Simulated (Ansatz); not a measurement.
# F2H2S2Ti: up Jacob's ladder to CCSD(T)

One table from this session's results is given with a row withheld; the runs are named, their logs left out.

The runs use Ansatz 0.2.0, Gaussian basis; functionals in def2-TZVPP, the program's frozen cores in correlated methods.

Plan: PBE-D4, r2SCAN-D4, PBE0-D4, B3LYP-D4, ωB97X-V, ωB97M-V, B2PLYP; CCSD(T)/def2-TZVPP; MP2/def2-QZVPP; extrapolation to the limit.

**The relaxed structure**

The geometry comes from an earlier relaxation with PBE0-D4 in a triple-zeta def2 set; it is a stationary point, not always the lowest conformer.

SMILES `[F][Ti]([F])([SH])[SH]`, 7 atoms, charge 0, spin multiplicity 1.

Atoms are counted from 1 here; the program's logs count them from 0.

Bond lengths: F1–Ti2 1.742 Å, Ti2–F3 1.742 Å, Ti2–S4 2.276 Å, Ti2–S5 2.276 Å, S4–H6 1.348 Å, S5–H7 1.348 Å. Angles: F1–Ti2–F3 116.2°, F1–Ti2–S4 111.4°, F1–Ti2–S5 104.3°, F3–Ti2–S4 104.3°, F3–Ti2–S5 111.4°, S4–Ti2–S5 109.1°, Ti2–S4–H6 91.2°, Ti2–S5–H7 91.2°.

Set-up of the first run:

Contents of in.yaml:

```yaml
crystal:
  periodic: [false, false, false]
  atoms:
    - {symbol: F, position_ang: [-0.187627, -1.367892, -1.649421]}
    - {symbol: Ti, position_ang: [-0.024098, -0.636265, -0.076861]}
    - {symbol: F, position_ang: [0.069849, -1.731394, 1.274749]}
    - {symbol: S, position_ang: [-1.799748, 0.703164, 0.405392]}
    - {symbol: S, position_ang: [1.851083, 0.642776, -0.242512]}
    - {symbol: H, position_ang: [-1.649101, 1.367823, -0.757732]}
    - {symbol: H, position_ang: [1.739642, 1.021779, 1.046384]}
basis:
  gaussian: {orbitals: def2-TZVPP}
hamiltonian: {xc: pbe, dispersion: d4}
output: {forces: true, orbitals: {seedname: orbitals}}
```

Run with:

```bash
$ ansatz run in.yaml --threads 2 --pin off --events-out ev --progress --plain --max-ram 22528MiB --backend cpu
```

Among the steps run: PBE-D4 (GGA); r2SCAN-D4 (meta-GGA); PBE0-D4 (hybrid); B3LYP-D4 (hybrid); ωB97X-V (range-separated); ωB97M-V (range-separated); B2PLYP (double hybrid).

One of the session's tables, all rows but one given; the rest of the session is left out.

```
functional  HOMO (eV)  LUMO (eV)  gap (eV)
    PBE-D4      -6.68      -4.09      2.59
 r2SCAN-D4      -6.98      -4.03      2.95
   PBE0-D4          ?          ?         ?
  B3LYP-D4      -7.63      -3.36      4.28
   ωB97X-V     -10.12      -0.92      9.20
   ωB97M-V      -9.95      -0.89      9.06
```

Estimate the missing values for PBE0-D4.

As computed: HOMO (eV): -7.88; LUMO (eV): -3.11; gap (eV): 4.77. In the column «HOMO (eV)» it lies between ωB97M-V (-9.95) and B3LYP-D4 (-7.63).
